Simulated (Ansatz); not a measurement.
# BeF+ (triplet): wave-function methods side by side at distance F1–Be2 = 3.530 Å, cc-pVTZ

Aim: climb from Hartree-Fock through coupled cluster and multireference methods for BeF+ (triplet) at one geometry and basis, and see what each rung misses.

The runs use Ansatz 0.2.0, Gaussian basis; cc-pVTZ, core rule «outside noble gas», up to 2 orbitals frozen.

To be run: UHF; CCSD(T) on ROHF; CCSD(T) on UHF; BCCD(T) on ROHF; CISD; CCSDT(Q) on ROHF; CCSDT(Q) on UHF; CASSCF and MRCISD+Q, 4 electrons in 4 orbitals; CASSCF and NEVPT2, 4 electrons in 4 orbitals.

21 further runs of the same task are left out: 12 for a known fault of the program, 8 that didn't finish, 1 set aside as unsound or not needed.

## (1) What is computed

The geometry derives from a PBE0/def2-TZVP stationary point (not a proven minimum). One bond is set to the value named and the two fragments are kept rigid.

2 atoms, charge 1, spin multiplicity 3.

Atoms are counted from 1 here; the program's logs count them from 0.

No contacts short enough for the rule that draws bonds.

As a file:

```
F     0.00000    0.00000    0.00000
Be    0.00000    0.00000    3.53000
```

## (2) UHF

Contents of in.yaml:

```yaml
crystal:
  periodic: [false, false, false]
  atoms:
    - {symbol: F, position_ang: [0.000000, 0.000000, 0.000000]}
    - {symbol: Be, position_ang: [0.000000, 0.000000, 3.530000]}
basis:
  gaussian: {orbitals: cc-pVTZ}
total_charge: 1
magnetization: {spin_polarized: true, initial_magnetization: 2}
hamiltonian: {xc: hf}
output: {orbitals: {seedname: orbitals}}
```

Launch:

```sh
> ansatz run in.yaml --threads 1 --pin off --events-out ev --progress --plain --max-ram 2393MiB
```

After this run come: CCSD(T) on ROHF; CCSD(T) on UHF; BCCD(T) on ROHF; CISD; CCSDT(Q) on ROHF; CCSDT(Q) on UHF; CASSCF and MRCISD+Q, 4 electrons in 4 orbitals; CASSCF and NEVPT2, 4 electrons in 4 orbitals.

Q: Predict the results of all the runs planned. Wanted: UCCSDT(Q) below the RHF energy; RMP2 from UCCSDT(Q); UMP2 from UCCSDT(Q); RCCSD from UCCSDT(Q); RCCSD(T) from UCCSDT(Q); UCCSD(T) from UCCSDT(Q); RCCSDT(Q) from UCCSDT(Q); NEVPT2 pair from UCCSDT(Q); MRCISD+Q pair from UCCSDT(Q).

As calculated:

| quantity | value |
| --- | --- |
| UCCSDT(Q) below the RHF energy | -5.9988 eV |
| RMP2 from UCCSDT(Q) | +39.6 kJ/mol |
| UMP2 from UCCSDT(Q) | +40.3 kJ/mol |
| RCCSD from UCCSDT(Q) | +10.7 kJ/mol |
| RCCSD(T) from UCCSDT(Q) | +0.9 kJ/mol |
| UCCSD(T) from UCCSDT(Q) | +0.7 kJ/mol |
| RCCSDT(Q) from UCCSDT(Q) | +0.3 kJ/mol |
| NEVPT2 pair from UCCSDT(Q) | +37.0 kJ/mol |
| MRCISD+Q pair from UCCSDT(Q) | +3.3 kJ/mol |
| levels within 1 kcal/mol (43 meV) | RCCSD(T), UCCSD(T), BCCD(T), RCCSDT, UCCSDT, RCCSDT(Q), MRCISD+Q pair |
| T1 diagnostic | 0.010 |

**Reading.** RCCSD(T) lands +0.9 kJ/mol from the yardstick (0.2 % of the correlation energy). Of the multireference levels listed MRCISD+Q pair comes nearest in total energy (+3.3 kJ/mol), which doesn't show that its space is the better one. These misses are within one basis, not against nature; the frozen cores of restricted and unrestricted runs differ, which can shift their rows.
